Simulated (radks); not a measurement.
# Nuclear size and the levels of Tm

Aim: how the total energy, the levels and the density at the nucleus of Tm respond when the nuclear radius is scaled.

Method: Dirac Kohn-Sham, LDA (Slater exchange, Perdew-Wang correlation), spin-unpolarised, spherical densities, finite nucleus; open shells fill j = l - 1/2 first. Code: radks (a radial shooting solver on a logarithmic mesh, Libxc functionals) version 1.

### Step 1. What is computed

```
element            : thulium (Z = 69)
charge             : 0
electrons          : 69
configuration      : [Xe] 4f13 6s2
nuclear rms radius : 5.2256 fm
```

### Step 2. rms radius 5.2256 fm

Input:

```text
Z 69
configuration [Xe] 4f13 6s2 5d0 6p0
relativity Dirac
functional lda,pw
spin unpolarised
j_filling energy
nucleus finite rms 5.2256 fm
c 137.035999084
```

### Step 3. rms radius 4.4104 fm

Changes since step 2:

```diff
@@ -6,3 +6,3 @@
 j_filling energy
-nucleus finite rms 5.2256 fm
+nucleus finite rms 4.4104 fm
 c 137.035999084
```

### Step 4. rms radius 5.0114 fm

Changes since step 3:

```diff
@@ -6,3 +6,3 @@
 j_filling energy
-nucleus finite rms 4.4104 fm
+nucleus finite rms 5.0114 fm
 c 137.035999084
```

### Step 5. rms radius 5.6071 fm

Changes since step 4:

```diff
@@ -6,3 +6,3 @@
 j_filling energy
-nucleus finite rms 5.0114 fm
+nucleus finite rms 5.6071 fm
 c 137.035999084
```

### Step 6. rms radius 5.9102 fm

Changes since step 5:

```diff
@@ -6,3 +6,3 @@
 j_filling energy
-nucleus finite rms 5.6071 fm
+nucleus finite rms 5.9102 fm
 c 137.035999084
```

Before running it: what results should come out? Wanted: for each run, rms radius; total energy shift; density at nucleus; 1s1/2 shift; 2s1/2 shift; 5p1/2 shift; 6s1/2 shift; 6p1/2 shift.

**Answer**, as computed:

| rms radius (fm) | total energy shift (eV) | density at nucleus (e/bohr³) | 1s1/2 shift (meV) | 2s1/2 shift (meV) | 5p1/2 shift (meV) | 6s1/2 shift (meV) | 6p1/2 shift (meV) |
| --- | --- | --- | --- | --- | --- | --- | --- |
| 4.4104 | -10.1 | 9.949e+05 | -4136 | -557 | 0.421 | -0.168 | 0.144 |
| 5.0114 | -2.77 | 9.577e+05 | -1134 | -153 | 0.115 | -0.0462 | 0.0394 |
| 5.2256 | 0 | 9.458e+05 | 0 | 0 | 0 | 0 | 0 |
| 5.6071 | 5.14 | 9.262e+05 | 2103 | 283 | -0.214 | 0.0855 | -0.0730 |
| 5.9102 | 9.40 | 9.117e+05 | 3847 | 518 | -0.391 | 0.156 | -0.134 |

What this shows: Shifts are against the first run. Over the range the 1s1/2 level moves by 7.98 eV and the 6p1/2 level by -0.277 meV. A larger nucleus binds the 1s electrons less and lowers the density at its centre. These are shifts of eigenvalues, not the field shifts of spectral lines.
